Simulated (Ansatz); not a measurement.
**Ga2H4F2: how energies converge with the basis set**

The task here is to estimate one member of a computed series from the others.

Program: Ansatz 0.2.0, Gaussian basis. Level of theory: one geometry, several basis sets. These are calculated values, not measurements.

Levels to be run: PBE0-D4/def2-SVP; ωB97M-V/def2-SVP; PBE0-D4/def2-QZVPP; ωB97M-V/def2-QZVPP; the functionals' def2-TZVPP values are taken from earlier runs.

### Structure used throughout

An earlier PBE0-D4 in a triple-zeta def2 set relaxation fixed the geometry.

SMILES `[F+]1[GaH2-][F+][GaH2-]1`, 8 atoms, charge 0, spin multiplicity 1.

Atoms are counted from 1 here; the program's logs count them from 0.

Bond lengths: F1–Ga2 1.943 Å, F1–Ga4 1.943 Å, Ga2–F3 1.943 Å, Ga2–H5 1.552 Å, Ga2–H6 1.552 Å, F3–Ga4 1.943 Å, Ga4–H7 1.552 Å, Ga4–H8 1.552 Å. Angles: Ga2–F1–Ga4 100.6°, F1–Ga2–F3 79.4°, F1–Ga2–H5 107.1°, F1–Ga2–H6 107.1°, F3–Ga2–H5 107.1°, F3–Ga2–H6 107.1°, H5–Ga2–H6 135.0°, Ga2–F3–Ga4 100.6°, F1–Ga4–F3 79.4°, F1–Ga4–H7 107.1°, F1–Ga4–H8 107.1°, F3–Ga4–H7 107.1°, F3–Ga4–H8 107.1°, H7–Ga4–H8 135.0°.

Set-up of the first run:

Input file in.yaml:

```yaml
crystal:
  periodic: [false, false, false]
  atoms:
    - {symbol: F, position_ang: [-0.773112, 0.049145, 0.969968]}
    - {symbol: Ga, position_ang: [0.083905, 1.492329, -0.008614]}
    - {symbol: F, position_ang: [0.773273, -0.049150, -0.969857]}
    - {symbol: Ga, position_ang: [-0.083903, -1.492333, 0.008605]}
    - {symbol: H, position_ang: [-1.001383, 2.143504, -0.906898]}
    - {symbol: H, position_ang: [1.235977, 2.028259, 0.882623]}
    - {symbol: H, position_ang: [1.001351, -2.143730, 0.906765]}
    - {symbol: H, position_ang: [-1.236107, -2.028025, -0.882601]}
basis:
  gaussian: {orbitals: def2-SVP}
hamiltonian: {xc: pbe0, dispersion: d4}
output: {orbitals: {seedname: orbitals}}
```

On the command line:

```bash
ansatz run in.yaml --threads 4 --pin off --events-out ev --progress --plain --max-ram 10444MiB
```

Among the steps run: PBE0-D4 in def2-SVP; ωB97M-V in def2-SVP; PBE0-D4 in def2-QZVPP; ωB97M-V in def2-QZVPP.

One table of the session follows, with a row left open; its other results are not shown here.

| functional | basis | HOMO (eV) |
| --- | --- | --- |
| PBE0-D4 | def2-SVP | -8.73 |
| PBE0-D4 | def2-TZVPP | -8.77 |
| PBE0-D4 | def2-QZVPP | -8.77 |
| ωB97M-V | def2-SVP | -10.92 |
| ωB97M-V | def2-TZVPP | ? |
| ωB97M-V | def2-QZVPP | -11.02 |

Estimate the missing values for ωB97M-V, def2-TZVPP.

As computed: HOMO (eV): -11.01. In the column «HOMO (eV)» it lies between ωB97M-V, def2-QZVPP (-11.02) and ωB97M-V, def2-SVP (-10.92).
